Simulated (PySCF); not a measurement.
# TbH₂: relaxation and vibrations of the quartet

Where does quartet TbH₂ go from a linear start, is the end point a minimum, and what are its modes, charges and moments?

Method: PBE0, basis Tb def2-TZVP with ECP28, H def2-TZVP, scalar-relativistic core potentials, no spin–orbit coupling, density fitting; program: PySCF 2.14.0.

## (1) The system as given

3 atoms, charge 0, spin multiplicity 4.

Bond lengths: Tb1–H2 2.000 Å, Tb1–H3 2.000 Å. Angles: H2–Tb1–H3 180.0°.

```xyz
3
charge 0 multiplicity 4
Tb    0.0000    0.0000    0.0000
H     0.0000    0.0000    2.0000
H     0.0000    0.0000   -2.0000
```

## (2) Relaxation: linear start, quartet

The steps below are one call of a driver around PySCF. For each, scf.py gives the equivalent set-up of the SCF; relaxations use the driver's own optimiser. Before each start the driver seeks the lowest SCF state from one or more starting densities and follows internal instabilities, so scf.py alone need not reach the same state.

The program finds D∞h symmetry in the start, which this walk keeps.

scf.py reads:

```python
from pyscf import gto, scf, dft
mol = gto.M(atom='''
Tb     0.000000     0.000000     0.000000
H      0.000000     0.000000     2.000000
H      0.000000     0.000000    -2.000000''',
    basis={'Tb': 'def2-TZVP', 'H': 'def2-TZVP'},
    ecp={'Tb': 'def2-TZVP'},
    charge=0, spin=3)
mf = dft.UKS(mol, xc='PBE0')
mf.grids.atom_grid = (50, 194)
aux = {'Tb': 'def2-universal-JKFIT', 'H': 'def2-universal-JKFIT'}
mf = mf.density_fit(auxbasis=aux)
mf.kernel()
```

The runs that follow: Hessian and properties; Downhill along the imaginary mode; Frequencies.

Q: Predict the outcome of this session. Wanted: minimum; geometry; wavenumbers; dipole moment; highest occupied, lowest empty level; polar-tensor charge of Tb1; zero-point energy; ⟨S²⟩.

**Answer**, as computed:

| quantity | value |
| --- | --- |
| minimum | broken-symmetry (Ms = 3/2), C2v |
| geometry | Tb–H 2.079 Å (×2); H–Tb–H 126.5° |
| wavenumbers (cm⁻¹) | 382, 1234, 1310 |
| dipole moment | 4.79 D |
| highest occupied, lowest empty level (either spin) | -5.04, -1.70 eV |
| polar-tensor charge of Tb1 | +1.19 e |
| zero-point energy | 17.5 kJ/mol |
| entropy at 298.15 K | 250.4 J/(mol K) |
| ⟨S²⟩ | 5.801 |

The linear start (D∞h) ends in a minimum of C2v symmetry, after a stop at a second-order saddle point 18.8 kJ/mol higher, from which it was pushed off along an imaginary mode. The determinant is spin-contaminated (⟨S²⟩ = 5.80 against 3.75), so it is no pure spin state. In the infrared the band at 1234 cm⁻¹ (stretch) leads. Other starts or spin states, not run here, may lie lower. The SCF density has lower symmetry than the nuclear frame. Open d and f shells are described by one determinant, and the ground state may have another occupation or spin. Spin–orbit coupling, left out here, can matter for elements this heavy.
